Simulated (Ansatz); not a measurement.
**InF₃: basis-set convergence**

An exercise on one series of results from a longer session: the logs are not shown, and one member is left open.

Method: one geometry, several basis sets; program: Ansatz 0.2.0, Gaussian basis.

Plan: PBE0-D4/def2-SVP; ωB97M-V/def2-SVP; PBE0-D4/def2-QZVPP; ωB97M-V/def2-QZVPP; the functionals' def2-TZVPP values are taken from earlier runs.

1 further run of the same task is left out (it didn't finish).

### Structure used throughout

An earlier PBE0-D4 in a triple-zeta def2 set relaxation fixed the geometry. In takes the def2 core potential; no spin-orbit term is included.

SMILES `[F][In]([F])[F]`, 4 atoms, charge 0, spin multiplicity 1.

Atoms are counted from 1 here; the program's logs count them from 0.

Bond lengths: F1–In2 1.918 Å, In2–F3 1.918 Å, In2–F4 1.918 Å. Angles: F1–In2–F3 120.0°, F1–In2–F4 120.0°, F3–In2–F4 120.0°.

The first run:

in.yaml

```yaml
crystal:
  periodic: [false, false, false]
  atoms:
    - {symbol: F, position_ang: [-1.305657, -0.375485, 1.339823]}
    - {symbol: In, position_ang: [0.013932, -0.015074, -0.005127]}
    - {symbol: F, position_ang: [1.768078, -0.777134, 0.143748]}
    - {symbol: F, position_ang: [-0.420952, 1.107392, -1.498744]}
basis:
  gaussian: {orbitals: def2-SVP}
hamiltonian: {xc: pbe0, dispersion: d4}
output: {orbitals: {seedname: orbitals}}
```

On the command line:

```
ansatz run in.yaml --threads 2 --pin off --events-out ev --progress --plain --max-ram 32768MiB --backend cpu
```

Among the steps run: PBE0-D4 in def2-SVP; ωB97M-V in def2-SVP; PBE0-D4 in def2-QZVPP; ωB97M-V in def2-QZVPP.

One of the session's tables, all rows but one given; the rest of the session is left out.

It belongs to the step «Functionals by basis». 

| functional | basis | HOMO (eV) | LUMO (eV) |
| --- | --- | --- | --- |
| PBE0-D4 | def2-SVP | -10.86 | -3.23 |
| PBE0-D4 | def2-TZVPP | -11.14 | -3.42 |
| PBE0-D4 | def2-QZVPP | ? | ? |
| ωB97M-V | def2-SVP | -13.30 | -1.12 |
| ωB97M-V | def2-TZVPP | -13.63 | -1.37 |
| ωB97M-V | def2-QZVPP | -13.68 | -1.50 |

Estimate the missing values for PBE0-D4, def2-QZVPP.

As computed: HOMO (eV): -11.18; LUMO (eV): -3.45. In the column «HOMO (eV)» it lies between ωB97M-V, def2-SVP (-13.30) and PBE0-D4, def2-TZVPP (-11.14).
